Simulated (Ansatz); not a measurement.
# Be2Sn: the cost of one run

Program: Ansatz 0.2.0. Level of theory: reference: DFT, HSE06, plane waves, PAW. These are calculated values, not measurements.

9 further runs of the same task are left out: 2 for a known fault of the program, 7 that didn't finish.

### 1 The starting structure

It takes space group Fm-3m (No. 225, cubic). Conventional cell: a = 5.803 Å, b = 5.803 Å, c = 5.803 Å, α = 90.00°, β = 90.00°, γ = 90.00°. Sn (site symmetry m-3m) is surrounded by 8 Be at 2.51 Å. Be (site symmetry -43m) has 4 Sn at 2.51 Å as nearest neighbours.

Structure file:

```cif
data_structure
_symmetry_space_group_name_H-M 'Fm-3m'
_symmetry_Int_Tables_number 225
_cell_length_a 5.8031
_cell_length_b 5.8031
_cell_length_c 5.8031
_cell_angle_alpha 90.000
_cell_angle_beta 90.000
_cell_angle_gamma 90.000
_cell_volume 195.43
loop_
_atom_site_label
_atom_site_type_symbol
_atom_site_symmetry_multiplicity
_atom_site_Wyckoff_symbol
_atom_site_fract_x
_atom_site_fract_y
_atom_site_fract_z
_atom_site_occupancy
Sn1 Sn 4 a 0.00000 0.00000 0.00000 1
Be1 Be 8 c 0.25000 0.75000 0.75000 1
```

### 2 Reference

The input, input.yaml:

```yaml
crystal:
  lattice:
    - [0.0, 2.9015655576, 2.9015655576]
    - [2.9015655576, 0.0, 2.9015655576]
    - [2.9015655576, 2.9015655576, 0.0]
  atoms:
    - { symbol: Sn, position: [0.0, 0.0, 0.0] }
    - { symbol: Be, position: [0.25, 0.25, 0.25] }
    - { symbol: Be, position: [0.75, 0.75, 0.75] }
kpoints:
  mp_grid: { grid: [4, 4, 4] }
hamiltonian:
  xc: hse06
scf:
  occupations: { method: fermi_dirac, width: 0.02 }
  n_extra_bands: 4
output:
  forces: true
  stress: true
  eigenvalues: true
```

On the command line:

```bash
> ansatz run input.yaml --threads 4 --pin off --max-ram 3686MiB --backend cpu --events-out ev --progress --plain --runs-dir out
```

**Question.** How long does this run take on 4 threads of an x86-64 CPU, shared host, and how much memory does it need?

About 23 s, with a peak of 0.67 GiB.
